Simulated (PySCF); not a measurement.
# The bond of SnBi+, level by level

The task here is to estimate one member of a computed series from the others.

Method: Sn def2-SVP with ECP28, Bi def2-SVP with ECP60, scalar-relativistic core potentials; program: PySCF 2.14.0.

1 further run of the same task is left out (it didn't finish).

Set-up of the first run:

Settings of the job:

```
atoms                         : Sn, Bi
charge                        : 1
basis                         : Sn def2-SVP with ECP28, Bi def2-SVP with ECP60
Hamiltonian                   : scalar-relativistic core potentials
basis functions               : 52
electrons treated             : 44
masses in u                   : 119.9022, 208.9804
levels                        : PBE0, PBE, r²SCAN, MN15, BLYP, TPSSh, LC-ωPBE, HF, MP2, SCS-MP2, CCSD, CCSD(T)
grid                          : 80 radial by 434 angular points
occupations                   : held fixed by the projection of orbital angular momentum
dissociation limit            : Sn + Bi+, each in its ground configuration
starting distance in angstrom : 2.910
values of 2S to try           : 0, 2, 4
```

The run is started by

```sh
$ OMP_NUM_THREADS=1 python dia.py task.json out
```

Among the steps run: Set-up; First curve: PBE0; Other states along the same grid; PBE (GGA); r²SCAN (meta-GGA); MN15 (hybrid meta-GGA); BLYP (GGA); TPSSh (hybrid meta-GGA); LC-ωPBE; UHF (mean field); MP2 and coupled cluster.

One of the session's tables, all rows but one given; the rest of the session is left out.

It belongs to the step «The curves together». Energy (eV) from each level's lowest point:

| R (Å) | UHF | UHF-MP2 | UHF-SCS-MP2 | UHF-CCSD | UHF-CCSD(T) |
| --- | --- | --- | --- | --- | --- |
| 2.476 | 1.027 | 1.000 | 1.042 | n/a | n/a |
| 2.591 | 0.466 | 0.431 | 0.465 | 0.505 | 0.520 |
| 2.706 | 0.159 | 0.125 | 0.148 | 0.176 | 0.184 |
| 2.793 | 0.045 | 0.022 | 0.035 | 0.050 | 0.054 |
| 2.879 | 0.000 | 0.000 | 0.000 | 0.000 | 0.000 |
| 2.965 | ? | ? | ? | ? | ? |
| 3.080 | 0.055 | 0.165 | 0.136 | 0.075 | 0.070 |
| 3.224 | 0.147 | 0.389 | 0.345 | 0.225 | 0.219 |
| 3.397 | 0.255 | 0.657 | 0.603 | 0.449 | 0.447 |
| 3.627 | 0.371 | 0.933 | 0.869 | n/a | n/a |

Estimate the missing values for R (Å) = 2.965.

Worked estimate for «UHF». A straight line through the neighbours (2.879, 0.000) and (3.080, 0.055) gives 0.000 + (0.055 − 0.000) × (2.965 − 2.879) / (3.080 − 2.879) = 0.024; a parabola fitted to 4 rows on both sides gives 0.011.

**Answer.** UHF: 0.004; UHF-MP2: 0.040; UHF-SCS-MP2: 0.027; UHF-CCSD: 0.006; UHF-CCSD(T): 0.003. In «UHF» the line misses by +0.020 and the parabola by +0.007.
